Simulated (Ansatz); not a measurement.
The system is AgB2.

```xyz
3
Lattice="3.0000 0.0000 0.0000 -1.5000 2.5981 0.0000 0.0000 0.0000 3.2400" Properties=species:S:1:pos:R:3 pbc="T T T"
Ag    0.0000    0.0000    0.0000
B     1.5000    0.8660    1.6200
B     0.0000    1.7321    1.6200
```

| Property | Result |
| --- | --- |
| Program | Ansatz 0.2.0 |
| Task | single point |
| Functional | PBE |
| Potentials or basis | Ansatz PAW |
| Cutoff | 420 eV (not typed: the program's choice for these potentials) |
| k mesh | 10 × 10 × 8 |
| Occupations | fermi-dirac, width 0.05 eV |
| Spin | no spin polarisation |

On this cell: pressure 54.1 GPa; largest force under 0.003 eV/Å; band gap on the k mesh none (metal or under the smearing width).

The same run follows on a disturbed copy (atoms moved at random, drawn with an rms of 0.05 Å):

```
CELL_PARAMETERS angstrom
3.00000 0.00000 0.00000
-1.50000 2.59808 0.00000
0.00000 0.00000 3.24000
ATOMIC_POSITIONS crystal
Ag 0.03604 0.03052 0.99187
B 0.65631 0.32991 0.49486
B 0.31545 0.66017 0.50955
```

What changes?

The energy (extrapolated to zero smearing) moves by +14.0 meV/atom; pressure 55.2 GPa; largest force 0.732 eV/Å; band gap on the k mesh none (metal or under the smearing width).

Forces in eV/Å, atoms in the order of the input:
```
Ag  -0.220 -0.226  0.630
B    0.215  0.120  0.094
B    0.005  0.106 -0.724
```

Stress tensor (GPa, compression positive):
```
43.77  1.36 -0.57
 1.36 42.83 -0.66
-0.57 -0.66 79.01
```

Caveats: a pressure of tens of GPa on the cell as given is suspect, and the run, the potentials or the cell itself is likely at fault (some runs).
